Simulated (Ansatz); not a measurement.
CH₇AlB₂, SMILES B[CH](B)[AlH2], an atomisation energy

Computed with Ansatz 0.2.0 through its Python package.

Typed at the interpreter:
```pycon
>>> from collections import Counter
>>> import ansatz as az
>>> from ase import Atoms
>>> BASIS_SET = 'def2-SVPD'
>>> FUNCTIONAL = 'r2scan0'
>>> def energy(molecule, charge=0, unpaired=0):
...     calc = molecule.calculation().basis(gaussian=BASIS_SET).functional(FUNCTIONAL)
...     if charge:
...         calc = calc.charge(charge)
...     if unpaired:
...         calc = calc.spin('collinear', total=unpaired)
...     report = calc.run().report
...     if report['published_state_doubts']:
...         print('  doubts:', report['published_state_doubts'])
...     return report['free_energy_ev']
...
>>> atoms = Atoms(['B', 'C', 'B', 'Al', 'H', 'H', 'H', 'H', 'H', 'H', 'H'], positions=[
...     [-0.7017, 1.4176, 0.1446],
...     [-0.5075, -0.1099, 0.0478],
...     [0.1756, -0.6264, 1.3571],
...     [0.72, -0.5272, -1.5279],
...     [-1.044, 2.0351, -0.8716],
...     [-1.1845, 1.9314, 1.1336],
...     [-1.4527, -0.62, -0.0647],
...     [0.1534, -1.7564, 1.6378],
...     [1.1794, -0.0535, 1.8039],
...     [1.98, 0.3213, -1.6998],
...     [0.7472, -2.069, -1.9401],
... ])
>>> mol = az.Crystal.molecule_from_ase(atoms)
>>> # unpaired electrons of the ground-state atoms
>>> unpaired = {'B': 1, 'C': 2, 'Al': 1, 'H': 1}
>>> counts = Counter(site.symbol for site in mol.cartesian_sites)
>>> atom_energy = {s: energy(az.Crystal.molecule().atom(s, (0, 0, 0)), 0, unpaired[s]) for s in counts}
>>> whole = energy(mol, 0, 0)
>>> for s, e in atom_energy.items():
...     print(f'{s:2s} x{counts[s]}  {e:14.5f} eV')
...
B  x2      -669.65790 eV
C  x1     -1028.29590 eV
Al x1     -6591.82980 eV
H  x7       -13.58464 eV
>>> print(f'CH7AlB2: {whole:.5f} eV')
CH7AlB2: -9091.55932 eV
>>> split = sum(counts[s] * e for s, e in atom_energy.items()) - whole
>>> print(f'atomisation energy (no zero-point term): {23.060548 * split:.1f} kcal/mol, {split / sum(counts.values()):.3f} eV an atom')
atomisation energy (no zero-point term): 853.8 kcal/mol, 3.366 eV an atom
```

853.8 kcal/mol from the electronic energies, without the zero-point term.

Reading the output:
- Total energies depend on the basis set; only differences at equal settings carry meaning.
- The geometry is a force-field or estimated start, not a minimum of this method, and the basis set is short of its limit. All parts are taken at fixed geometry, without zero-point energy.
- The whole script took 18 s on 1 thread of Arm Neoverse N1, with other jobs on the host, peak memory 0.31 GiB.
